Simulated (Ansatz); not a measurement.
**BFH2S2: basis-set convergence**

The task here is to estimate one member of a computed series from the others.

Program: Ansatz 0.2.0, Gaussian basis. Level of theory: one geometry, several basis sets. These are calculated values, not measurements.

Plan: PBE0-D4/def2-SVP; ωB97M-V/def2-SVP; PBE0-D4/def2-QZVPP; ωB97M-V/def2-QZVPP; the functionals' def2-TZVPP values are taken from earlier runs.

### The geometry

All runs share one geometry, relaxed beforehand with PBE0-D4 in a triple-zeta def2 set.

SMILES `FB(S)S`, 6 atoms, charge 0, spin multiplicity 1.

Atoms are counted from 1 here; the program's logs count them from 0.

Bond lengths: F1–B2 1.328 Å, B2–S3 1.805 Å, B2–S4 1.805 Å, S3–H5 1.343 Å, S4–H6 1.343 Å. Angles: F1–B2–S3 120.5°, F1–B2–S4 120.5°, S3–B2–S4 119.0°, B2–S3–H5 94.6°, B2–S4–H6 94.6°.

The first run:

File in.yaml:

```yaml
crystal:
  periodic: [false, false, false]
  atoms:
    - {symbol: F, position_ang: [-0.456936, -0.765930, 1.012903]}
    - {symbol: B, position_ang: [-0.001037, -0.023782, 0.010054]}
    - {symbol: S, position_ang: [1.755211, -0.026789, -0.408141]}
    - {symbol: S, position_ang: [-1.127920, 1.003746, -0.956188]}
    - {symbol: H, position_ang: [2.093911, -0.896803, 0.557787]}
    - {symbol: H, position_ang: [-2.221130, 0.645459, -0.262514]}
basis:
  gaussian: {orbitals: def2-SVP}
hamiltonian: {xc: pbe0, dispersion: d4}
output: {orbitals: {seedname: orbitals}}
```

Steps of the session up to this table: PBE0-D4 in def2-SVP; ωB97M-V in def2-SVP; PBE0-D4 in def2-QZVPP; ωB97M-V in def2-QZVPP.

One of the session's tables, all rows but one given; the rest of the session is left out.

It belongs to the step «Functionals by basis». 

```
functional       basis  HOMO (eV)  LUMO (eV)
   PBE0-D4    def2-SVP      -7.54       0.01
   PBE0-D4  def2-TZVPP      -7.69      -0.34
   PBE0-D4  def2-QZVPP      -7.72      -0.44
   ωB97M-V    def2-SVP          ?          ?
   ωB97M-V  def2-TZVPP      -9.81       1.75
   ωB97M-V  def2-QZVPP      -9.85       1.37
```

Estimate the missing values for ωB97M-V, def2-SVP.

The run gave: HOMO (eV): -9.62; LUMO (eV): 2.16. In the column «HOMO (eV)» it lies between ωB97M-V, def2-TZVPP (-9.81) and PBE0-D4, def2-QZVPP (-7.72).
